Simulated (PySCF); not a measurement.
Crystal: BNH4, in a box.

```xyz
6
Lattice="11.0000 0.0000 0.0000 0.0000 12.0000 0.0000 0.0000 0.0000 11.0000" Properties=species:S:1:pos:R:3 pbc="T T T"
B     5.4248    5.3686    5.5492
N     5.6991    6.7256    5.5856
H     5.7788    4.6801    6.4623
H     4.8410    4.9195    4.6056
H     5.4314    7.3618    4.8540
H     6.1850    7.1696    6.3462
```

Base run:

```yaml
Program: PySCF 2.14.0
Functional: TPSSh
Dispersion: D4
Potentials_or_basis: pob-tzvp-rev2 (all-electron)
k_mesh: 1 × 1 × 1
Occupations: fixed
Spin: no spin polarisation
```

Its results: gap between the frontier levels 8.62 eV.

**Question.** After a change of settings the same cell gave: gap between the frontier levels 7.92 eV. Which change was it?
A. functional from TPSSh to AM05; dispersion from D4 to none
B. functional from TPSSh to rSCAN
C. functional from TPSSh to SOGGA11; dispersion from D4 to none

**Answer.** B.

TPSSh gives the wider gap, since exact exchange removes part of the self-interaction.

Caveats: this is a molecule in a periodic box at the Γ point, so its band gap is the HOMO-LUMO gap; the basis of atomic orbitals isn't converged, which shifts pressures, moduli and gaps; this basis is made for solids and lacks diffuse functions, so gaps of a molecule come out too wide by an eV or more.

Not every run made on this cell is shown here.
